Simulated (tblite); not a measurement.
# C5H13BFN: the cost of one run

Programs: tblite 0.8.0 and PySCF 2.14.0, with density-fitted response routines of our own. Each step states its level of theory. These are calculated values for one molecule in the gas phase, unless marked as measured. Atoms count from 0, in the outputs and in this text.

## 1. The starting structure

21 atoms, charge 0, multiplicity 1; geometry from: force field or distance geometry start.

Bonds of the start (Å): C0–B1 1.60, B1–N2 1.51, N2–C3 1.44, C3–C4 1.48, C4–C5 1.52, C5–C6 1.50, C6–F7 1.39, C5–C3 1.52, C0–H8 1.10, C0–H9 1.11, C0–H10 1.11, B1–H11 1.17, B1–H12 1.21, N2–H13 1.05, N2–H14 1.05, C3–H15 1.13, C4–H16 1.10, C4–H17 1.10, C5–H18 1.11, C6–H19 1.11, C6–H20 1.11.

## 2. Optimising the geometry with GFN2-xTB

The job: settings as JSON, then the geometry in Å.

```
{"job": {"kind": "relax", "xc": "GFN2-xTB", "basis": "xTB"}, "charge": 0, "multiplicity": 1}
C      3.052900     0.068200    -0.319100
B      1.747900    -0.689200     0.222700
N      0.747700     0.287100     0.787500
C     -0.604200    -0.201400     0.784500
C     -1.201700    -0.967300    -0.331100
C     -1.518600     0.511400    -0.192800
C     -2.927300     0.795500     0.223300
F     -2.872200     1.589100     1.360100
H      3.927000    -0.252900     0.261600
H      3.214400    -0.227500    -1.374400
H      2.870800     1.164000    -0.308300
H      1.278700    -1.246900    -0.692100
H      2.052100    -1.543300     1.020900
H      0.995100     0.494700     1.785100
H      0.803800     1.201900     0.274500
H     -1.049200    -0.391500     1.800900
H     -1.989200    -1.688000    -0.049900
H     -0.683600    -1.193000    -1.275200
H     -1.001600     1.187100    -0.908700
H     -3.413700    -0.179600     0.433400
H     -3.438400     1.298800    -0.621200
```

The run is started by

```bash
$ OMP_NUM_THREADS=1 python probes_run.py task.json out
```

The driver reads the jobs from task.json and runs them one after another.

**Question.** How long does this first job take on 1 thread of Intel Xeon at 2.50GHz, shared host, and how much memory does it need?

About 1.7 s, with a peak of 0.18 GiB.
